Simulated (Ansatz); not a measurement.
**SiGeHS (quartet): wave-function methods side by side, cc-pVDZ**

One table from this session's results is given with a row withheld; the runs are named, their logs left out.

Computed with Ansatz 0.2.0, Gaussian basis. Level: cc-pVDZ, core rule «outside noble gas», up to 24 orbitals frozen.

To be run: UHF; CCSD(T) on ROHF; CCSD(T) on UHF; BCCD(T) on ROHF; CISD as a restricted active space (open shells left free, so some higher excitations enter); CCSDT(Q) on ROHF; CCSDT(Q) on UHF.

16 further runs of the same task are left out: 7 that didn't finish, 9 set aside as unsound or not needed. Runs told in other sessions of the task aren't counted.

## The system

The geometry is a PBE0/def2-TZVP stationary point (not a proven minimum) of the parent state, kept for this charge and spin. No spin-orbit coupling is included. The filled d shell of Ge may be among the frozen orbitals whatever the setting's name suggests.

4 atoms, charge 0, spin multiplicity 4.

Atoms are counted from 1 here; the program's logs count them from 0.

Bond lengths: Ge1–S2 2.341 Å, Ge1–Si3 2.294 Å, Ge1–H4 1.540 Å, S2–Si3 2.134 Å. Angles: S2–Ge1–Si3 54.8°, S2–Ge1–H4 100.3°, Si3–Ge1–H4 155.1°, Ge1–S2–Si3 61.5°, Ge1–Si3–S2 63.7°.

The first run:

File in.yaml:

```yaml
crystal:
  periodic: [false, false, false]
  atoms:
    - {symbol: Ge, position_ang: [0.000000, -0.017806, 0.919530]}
    - {symbol: S, position_ang: [0.000000, 0.996085, -1.190929]}
    - {symbol: Si, position_ang: [0.000000, -1.135267, -1.084049]}
    - {symbol: H, position_ang: [0.000000, 1.228792, 1.824031]}
basis:
  gaussian: {orbitals: cc-pVDZ}
magnetization: {spin_polarized: true, initial_magnetization: 3}
hamiltonian: {xc: hf}
output: {orbitals: {seedname: orbitals}}
```

Started as:

```sh
ansatz run in.yaml --threads 1 --pin off --events-out ev --progress --plain --max-ram 2393MiB
```

Steps of the session up to this table: UHF; CCSD(T) on ROHF; CCSD(T) on UHF; BCCD(T) on ROHF; CISD as a restricted active space (open shells left free, so some higher excitations enter); CCSDT(Q) on ROHF; CCSDT(Q) on UHF.

One table of the session follows, with a row left open; its other results are not shown here.

```
   method  from UCCSDT(Q) (kJ/mol)
     ROHF                   +865.7
      UHF                   +832.4
     RMP2                   +140.4
     UMP2                   +142.3
     CISD                   +146.0
    RCCSD                    +47.0
    UCCSD                    +44.9
 RCCSD(T)                     +8.2
 UCCSD(T)                     +7.9
  BCCD(T)                     +8.2
   RCCSDT                        ?
   UCCSDT                     +3.4
RCCSDT(Q)                     +1.1
UCCSDT(Q)                        0
```

**Question.** Estimate the row for RCCSDT.

**Answer.** from UCCSDT(Q) (kJ/mol): +4.1. In the column «from UCCSDT(Q) (kJ/mol)» it lies between UCCSDT (+3.4) and UCCSD(T) (+7.9).

Limits of these values: Restricted and unrestricted rows rest on different reference determinants; a gap between their highest levels can come from leftover correlation error, from unlike frozen cores or from another state.
